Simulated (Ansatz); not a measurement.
**AlGaH₂ (triplet): B2PLYP, RPA-PBE over vertical spin and charge gaps, cc-pVTZ**

Aim: run AlGaH₂ (triplet) with these functionals over vertical spin and charge gaps, and hold them against the top wave-function level at the same points.

The runs use Ansatz 0.2.0, Gaussian basis; cc-pVTZ, all electrons in the functionals, frozen cores in the correlation of double hybrids and RPA.

Plan: B2PLYP, RPA-PBE, at charge 0, triplet; charge 0, singlet; charge 0, quintet; charge 1, doublet; charge 1, quartet (not every functional at every point).

16 further runs of the same task are left out: 9 for a known fault of the program, 1 that didn't finish, 6 set aside as unsound or not needed.

### 1 The system

The geometry is a PBE0/def2-TZVP stationary point (not a proven minimum). No spin-orbit coupling is included. The filled d shell of Ga may be among the frozen orbitals whatever the setting's name suggests; the logs give the count.

4 atoms, charge 0, spin multiplicity 3.

Atoms are counted from 1 here; the program's logs count them from 0.

Bond lengths: Al1–Ga2 2.484 Å, Ga2–H3 1.566 Å, Ga2–H4 1.566 Å. Angles: Al1–Ga2–H3 116.1°, Al1–Ga2–H4 116.1°, H3–Ga2–H4 127.9°.

As a file:

```xyz
4
AlGaH2
Al    0.0000    0.0000    1.8190
Ga    0.0000    0.0000   -0.6648
H     0.0000    1.4073   -1.3528
H     0.0000   -1.4073   -1.3528
```

No dispersion term is added.

The geometry shown and the zero of energy belong to the point charge 0, triplet. The yardstick, UCCSDT(Q), and other wave-function levels (R restricted, U unrestricted, valence and pair active spaces) come from earlier runs.

### 2 B2PLYP, charge 0, triplet

in.yaml

```yaml
crystal:
  periodic: [false, false, false]
  atoms:
    - {symbol: Al, position_ang: [0.000000, 0.000000, 1.818997]}
    - {symbol: Ga, position_ang: [0.000000, 0.000000, -0.664806]}
    - {symbol: H, position_ang: [0.000000, 1.407254, -1.352806]}
    - {symbol: H, position_ang: [0.000000, -1.407254, -1.352806]}
basis:
  gaussian: {orbitals: cc-pVTZ}
magnetization: {spin_polarized: true, initial_magnetization: 2}
hamiltonian: {xc: {name: B2PLYP}}
correlation: {electrons: outside_noble_gas}
```

Started as:

```sh
> ansatz run in.yaml --threads 2 --pin off --events-out ev --progress --plain --max-ram 24576MiB --backend cuda --devices 0, --max-vram 18GiB
```

The program printed:

```text
Functional definition: B2PLYP
  name "B2PLYP"
  cite "Grimme, J. Chem. Phys. 124, 034108 (2006) doi:10.1063/1.2148954"
  cite "Becke, Phys. Rev. A 38, 3098 (1988) doi:10.1103/PhysRevA.38.3098"
  cite "Lee, Yang & Parr, Phys. Rev. B 37, 785 (1988) doi:10.1103/PhysRevB.37.785"
  parameter a = 0.53
  parameter c = 0.27
  exchange = (1 - a)*b88_x + a*exact_x
  correlation = (1 - c)*lyp_c + c*(mp2_os + mp2_ss)
657 factors; integrals over basis functions are off by at most 1.2e-3 eV
mean field evaluation 1: about -58989.6340 eV, gradient 9.2e0 eV
mean field evaluation 2: about -58989.6706 eV, gradient 9.2e0 eV
mean field evaluation 4: about -58990.6156 eV, gradient 9.9e-1 eV
mean field evaluation 8: about -58990.6402 eV, gradient 2.1e-1 eV
mean field evaluation 16: about -58990.6431 eV, gradient 5.8e-3 eV
mean field evaluation 32: about -58990.5688 eV, gradient 9.3e-1 eV
mean field -58990.64311651 eV, -2167.8661492375 hartree, gradient 7.6e-6 eV, S^2 2.009392; 2 other end points of the search recorded, 0 dependent functions left out
19 core orbitals not correlated: weight in the atoms' cores, before any rotation towards them, 0.998 or more for the frozen orbitals, at most 0.001 for the correlated occupied ones
reference -58990.64325565 eV, -2167.8661543511 hartree; 5, 3 occupied and 81, 83 virtual orbitals, 657 factors
second order -4.22012362 eV of doubles, -0.00000000 eV of singles
Total energy: -58991.78268903 eV, -2167.9080277554 hartree
```

Run time: 2.7 s. Hardware: 1 × H100 (card shared with other runs) with 2 threads of AMD EPYC 7R13, shared host; peak host memory 0.77 GiB.

From the report: ⟨S²⟩ of the determinant 2.009 (pure triplet: 2.00).

### 3 B2PLYP, charge 0, singlet

Edit in.yaml of step 2 so:

```diff
@@ -9,3 +9,3 @@
   gaussian: {orbitals: cc-pVTZ}
-magnetization: {spin_polarized: true, initial_magnetization: 2}
+magnetization: {spin_polarized: true, initial_magnetization: 0}
 hamiltonian: {xc: {name: B2PLYP}}
```

Started as:

```sh
> ansatz run in.yaml --threads 1 --pin off --events-out ev --progress --plain --max-ram 4096MiB --backend cpu
```

The program printed, shortened:

```text
Functional definition: B2PLYP
  name "B2PLYP"
  cite "Grimme, J. Chem. Phys. 124, 034108 (2006) doi:10.1063/1.2148954"
  cite "Becke, Phys. Rev. A 38, 3098 (1988) doi:10.1103/PhysRevA.38.3098"
  cite "Lee, Yang & Parr, Phys. Rev. B 37, 785 (1988) doi:10.1103/PhysRevB.37.785"
[...]
657 factors; integrals over basis functions are off by at most 1.2e-3 eV
[...]
mean field -58990.89683934 eV, -2167.8754733796 hartree, gradient 2.4e-6 eV, S^2 0.594734; 8 other end points of the search recorded, 0 dependent functions left out
19 core orbitals not correlated: weight in the atoms' cores, before any rotation towards them, 0.998 or more for the frozen orbitals, at most 0.001 for the correlated occupied ones
reference -58990.89698077 eV, -2167.8754785773 hartree; 4, 4 occupied and 82, 82 virtual orbitals, 657 factors
second order -4.14550395 eV of doubles, -0.00000000 eV of singles
Total energy: -58992.01626684 eV, -2167.9166115816 hartree
```

It took 19 s on 1 thread of AMD EPYC 7R13, shared host; peak memory 0.27 GiB.

From the report: ⟨S²⟩ of the determinant 0.595 (pure singlet: 0.00). The determinant is far from a pure spin state, so its energy mixes those of several spin states (harmless only where they are near-degenerate, as at dissociation).

From charge 0, triplet: -0.234 eV.

### 4 B2PLYP, charge 0, quintet

Edit in.yaml of step 3 so:

```diff
@@ -9,3 +9,3 @@
   gaussian: {orbitals: cc-pVTZ}
-magnetization: {spin_polarized: true, initial_magnetization: 0}
+magnetization: {spin_polarized: true, initial_magnetization: 4}
 hamiltonian: {xc: {name: B2PLYP}}
```

Started as:

```sh
> ansatz run in.yaml --threads 2 --pin off --events-out ev --progress --plain --max-ram 24576MiB --backend cuda --devices 0, --max-vram 18GiB
```

The program printed, shortened:

```text
Functional definition: B2PLYP
  name "B2PLYP"
  cite "Grimme, J. Chem. Phys. 124, 034108 (2006) doi:10.1063/1.2148954"
  cite "Becke, Phys. Rev. A 38, 3098 (1988) doi:10.1103/PhysRevA.38.3098"
  cite "Lee, Yang & Parr, Phys. Rev. B 37, 785 (1988) doi:10.1103/PhysRevB.37.785"
[...]
657 factors; integrals over basis functions are off by at most 1.2e-3 eV
[...]
mean field -58986.87750122 eV, -2167.7277654284 hartree, gradient 5.2e-6 eV, S^2 6.003974; 0 other end points of the search recorded, 0 dependent functions left out
19 core orbitals not correlated: weight in the atoms' cores, before any rotation towards them, 0.997 or more for the frozen orbitals, at most 0.001 for the correlated occupied ones
reference -58986.87764455 eV, -2167.7277706954 hartree; 6, 2 occupied and 80, 84 virtual orbitals, 657 factors
second order -3.24150837 eV of doubles, -0.00000000 eV of singles
Total energy: -58987.75285181 eV, -2167.7599339690 hartree
```

Wall time 3.3 s (1 × H100 (card shared with other runs) with 2 threads of AMD EPYC 7R13, shared host); peak host memory 0.77 GiB.

From the report: ⟨S²⟩ of the determinant 6.004 (pure quintet: 6.00).

From charge 0, triplet: +4.030 eV.

### 5 B2PLYP, charge 1, doublet

Edit in.yaml of step 4 so:

```diff
@@ -9,3 +9,4 @@
   gaussian: {orbitals: cc-pVTZ}
-magnetization: {spin_polarized: true, initial_magnetization: 4}
+total_charge: 1
+magnetization: {spin_polarized: true, initial_magnetization: 1}
 hamiltonian: {xc: {name: B2PLYP}}
```

The command is unchanged.

The program printed, shortened:

```text
Functional definition: B2PLYP
  name "B2PLYP"
  cite "Grimme, J. Chem. Phys. 124, 034108 (2006) doi:10.1063/1.2148954"
  cite "Becke, Phys. Rev. A 38, 3098 (1988) doi:10.1103/PhysRevA.38.3098"
  cite "Lee, Yang & Parr, Phys. Rev. B 37, 785 (1988) doi:10.1103/PhysRevB.37.785"
[...]
657 factors; integrals over basis functions are off by at most 1.2e-3 eV
[...]
mean field -58984.28667559 eV, -2167.6325543424 hartree, gradient 6.2e-6 eV, S^2 0.762701; 2 other end points of the search recorded, 0 dependent functions left out
19 core orbitals not correlated: weight in the atoms' cores, before any rotation towards them, 0.998 or more for the frozen orbitals, at most 0.001 for the correlated occupied ones
reference -58984.28682173 eV, -2167.6325597128 hartree; 4, 3 occupied and 82, 83 virtual orbitals, 657 factors
second order -3.53317520 eV of doubles, -0.00000000 eV of singles
Total energy: -58985.24077903 eV, -2167.6676169971 hartree
```

Wall time 5 s (1 × H100 (card shared with other runs) with 2 threads of AMD EPYC 7R13, shared host); peak host memory 0.77 GiB.

From the report: ⟨S²⟩ of the determinant 0.763 (pure doublet: 0.75).

From charge 0, triplet: +6.542 eV.

### 6 B2PLYP, charge 1, quartet

Edit in.yaml of step 5 so:

```diff
@@ -10,3 +10,3 @@
 total_charge: 1
-magnetization: {spin_polarized: true, initial_magnetization: 1}
+magnetization: {spin_polarized: true, initial_magnetization: 3}
 hamiltonian: {xc: {name: B2PLYP}}
```

Launched as before.

The program printed, shortened:

```text
Functional definition: B2PLYP
  name "B2PLYP"
  cite "Grimme, J. Chem. Phys. 124, 034108 (2006) doi:10.1063/1.2148954"
  cite "Becke, Phys. Rev. A 38, 3098 (1988) doi:10.1103/PhysRevA.38.3098"
  cite "Lee, Yang & Parr, Phys. Rev. B 37, 785 (1988) doi:10.1103/PhysRevB.37.785"
[...]
657 factors; integrals over basis functions are off by at most 1.2e-3 eV
[...]
mean field -58980.54083698 eV, -2167.4948973126 hartree, gradient 5.1e-6 eV, S^2 3.756137; 5 other end points of the search recorded, 0 dependent functions left out
19 core orbitals not correlated: weight in the atoms' cores, before any rotation towards them, 0.997 or more for the frozen orbitals, at most 0.001 for the correlated occupied ones
reference -58980.54097877 eV, -2167.4949025232 hartree; 5, 2 occupied and 81, 84 virtual orbitals, 657 factors
second order -2.89735831 eV of doubles, -0.00000000 eV of singles
Total energy: -58981.32326551 eV, -2167.5236510307 hartree
```

It took 4.8 s on 1 × H100 (card shared with other runs) with 2 threads of AMD EPYC 7R13, shared host; peak host memory 0.77 GiB.

From the report: ⟨S²⟩ of the determinant 3.756 (pure quartet: 3.75).

From charge 0, triplet: +10.459 eV.

### 7 RPA-PBE, charge 0, triplet

Edit in.yaml of step 6 so:

```diff
@@ -9,5 +9,4 @@
   gaussian: {orbitals: cc-pVTZ}
-total_charge: 1
-magnetization: {spin_polarized: true, initial_magnetization: 3}
-hamiltonian: {xc: {name: B2PLYP}}
-correlation: {electrons: outside_noble_gas}
+magnetization: {spin_polarized: true, initial_magnetization: 2}
+hamiltonian: {xc: {name: PBE}}
+correlation: {method: rpa, electrons: outside_noble_gas}
```

Same command.

The program printed, shortened:

```text
Functional definition: PBE
  name "PBE"
  cite "Perdew, Burke & Ernzerhof, Phys. Rev. Lett. 77, 3865 (1996) doi:10.1103/PhysRevLett.77.3865"
  parent pbe
[...]
657 factors; integrals over basis functions are off by at most 1.2e-3 eV
[...]
mean field -58994.68580668 eV, -2168.0147153614 hartree, gradient 1.2e-6 eV, S^2 2.003544; 6 other end points of the search recorded, 0 dependent functions left out
19 core orbitals not correlated: weight in the atoms' cores, before any rotation towards them, 0.995 or more for the frozen orbitals, at most 0.003 for the correlated occupied ones
reference -58947.35888334 eV, -2166.2754830077 hartree; 5, 3 occupied and 81, 83 virtual orbitals, 657 factors
Total energy: -58955.16201923 eV, -2166.5622429626 hartree
```

Wall time 3.5 s (1 × H100 (card shared with other runs) with 2 threads of AMD EPYC 7R13, shared host); peak host memory 0.86 GiB.

From the report: ⟨S²⟩ of the determinant 2.004 (pure triplet: 2.00).

### 8 RPA-PBE, charge 0, singlet

Edit in.yaml of step 7 so:

```diff
@@ -9,3 +9,3 @@
   gaussian: {orbitals: cc-pVTZ}
-magnetization: {spin_polarized: true, initial_magnetization: 2}
+magnetization: {spin_polarized: true, initial_magnetization: 0}
 hamiltonian: {xc: {name: PBE}}
```

Started as:

```sh
> ansatz run in.yaml --threads 1 --pin off --events-out ev --progress --plain --max-ram 4096MiB --backend cpu
```

The program printed, shortened:

```text
Functional definition: PBE
  name "PBE"
  cite "Perdew, Burke & Ernzerhof, Phys. Rev. Lett. 77, 3865 (1996) doi:10.1103/PhysRevLett.77.3865"
  parent pbe
[...]
657 factors; integrals over basis functions are off by at most 1.2e-3 eV
[...]
mean field -58994.81535846 eV, -2168.0194763014 hartree, gradient 1.4e-6 eV, S^2 0.603963; 16 other end points of the search recorded, 0 dependent functions left out
19 core orbitals not correlated: weight in the atoms' cores, before any rotation towards them, 0.995 or more for the frozen orbitals, at most 0.003 for the correlated occupied ones
reference -58947.53068065 eV, -2166.2817964426 hartree; 4, 4 occupied and 82, 82 virtual orbitals, 657 factors
Total energy: -58955.37089114 eV, -2166.5699188639 hartree
```

Wall time 19 s (1 thread of AMD EPYC 7R13, shared host).

From the report: ⟨S²⟩ of the determinant 0.604 (pure singlet: 0.00). The determinant is far from a pure spin state, so its energy mixes those of several spin states (harmless only where they are near-degenerate, as at dissociation).

From charge 0, triplet: -0.209 eV.

### 9 RPA-PBE, charge 0, quintet

Edit in.yaml of step 8 so:

```diff
@@ -9,3 +9,3 @@
   gaussian: {orbitals: cc-pVTZ}
-magnetization: {spin_polarized: true, initial_magnetization: 0}
+magnetization: {spin_polarized: true, initial_magnetization: 4}
 hamiltonian: {xc: {name: PBE}}
```

Started as:

```sh
> ansatz run in.yaml --threads 2 --pin off --events-out ev --progress --plain --max-ram 24576MiB --backend cuda --devices 0, --max-vram 18GiB
```

The program printed, shortened:

```text
Functional definition: PBE
  name "PBE"
  cite "Perdew, Burke & Ernzerhof, Phys. Rev. Lett. 77, 3865 (1996) doi:10.1103/PhysRevLett.77.3865"
  parent pbe
[...]
657 factors; integrals over basis functions are off by at most 1.2e-3 eV
[...]
mean field -58990.85084030 eV, -2167.8737829461 hartree, gradient 5.5e-6 eV, S^2 6.001441; 13 other end points of the search recorded, 0 dependent functions left out
19 core orbitals not correlated: weight in the atoms' cores, before any rotation towards them, 0.995 or more for the frozen orbitals, at most 0.003 for the correlated occupied ones
reference -58944.47910797 eV, -2166.1696532150 hartree; 6, 2 occupied and 80, 84 virtual orbitals, 657 factors
Total energy: -58951.46501888 eV, -2166.4263807057 hartree
```

It took 14 s on 1 × H100 (card shared with other runs) with 2 threads of AMD EPYC 7R13, shared host; peak host memory 0.85 GiB.

From the report: ⟨S²⟩ of the determinant 6.001 (pure quintet: 6.00).

From charge 0, triplet: +3.697 eV.

### 10 RPA-PBE, charge 1, doublet

Edit in.yaml of step 9 so:

```diff
@@ -9,3 +9,4 @@
   gaussian: {orbitals: cc-pVTZ}
-magnetization: {spin_polarized: true, initial_magnetization: 4}
+total_charge: 1
+magnetization: {spin_polarized: true, initial_magnetization: 1}
 hamiltonian: {xc: {name: PBE}}
```

Same command.

The program printed, shortened:

```text
Functional definition: PBE
  name "PBE"
  cite "Perdew, Burke & Ernzerhof, Phys. Rev. Lett. 77, 3865 (1996) doi:10.1103/PhysRevLett.77.3865"
  parent pbe
[...]
657 factors; integrals over basis functions are off by at most 1.2e-3 eV
[...]
mean field -58987.93281544 eV, -2167.7665475104 hartree, gradient 2.7e-6 eV, S^2 0.753932; 3 other end points of the search recorded, 0 dependent functions left out
19 core orbitals not correlated: weight in the atoms' cores, before any rotation towards them, 0.996 or more for the frozen orbitals, at most 0.002 for the correlated occupied ones
reference -58941.35353207 eV, -2166.0547904192 hartree; 4, 3 occupied and 82, 83 virtual orbitals, 657 factors
Total energy: -58948.27758271 eV, -2166.3092445870 hartree
```

Wall time 7.5 s (1 × H100 (card shared with other runs) with 2 threads of AMD EPYC 7R13, shared host); peak host memory 0.85 GiB.

From the report: ⟨S²⟩ of the determinant 0.754 (pure doublet: 0.75).

From charge 0, triplet: +6.884 eV.

### 11 Against the wave-function levels

The yardstick is UCCSDT(Q), where the cluster series has nearly closed. It comes from earlier runs at the same points. Energies in eV, counted from charge 0, triplet; blanks weren't run or aren't comparable.

```csv
level,triplet to singlet,triplet to quintet,ionisation to the doublet cation,ionisation to the quartet cation
UCCSDT(Q),-0.228,3.718,6.668,10.408
B2PLYP,-0.234,4.030,6.542,10.459
RPA-PBE,-0.209,3.697,6.884,
```

Largest miss and mean time a point (UCCSDT(Q) took 16 s a point; shared hosts):

```csv
level,largest miss (eV),where,time a point
B2PLYP,+0.312,triplet to quintet,6.9 s
RPA-PBE,+0.216,ionisation to the doublet cation,11 s
```

### 12 Outcome

| quantity | value |
| --- | --- |
| triplet to singlet, UCCSDT(Q) | -0.228 eV |
| triplet to quintet, UCCSDT(Q) | 3.718 eV |
| ionisation to the doublet cation, UCCSDT(Q) | 6.668 eV |
| ionisation to the quartet cation, UCCSDT(Q) | 10.408 eV |
| largest miss, B2PLYP | +0.312 eV (triplet to quintet) |
| largest miss, RPA-PBE | +0.216 eV (ionisation to the doublet cation) |

**Reading.** Misses are known at 4 of 4 points at best, and only functionals with that many are ranked. B2PLYP strays by up to 0.312 eV, at triplet to quintet. B2PLYP clearly breaks the spin symmetry at some points (⟨S²⟩ up to 0.59 above the pure value), so energy there is bought with a mixed spin. Functionals and the yardstick converge differently with the basis, so part of each miss in cc-pVTZ is the basis.
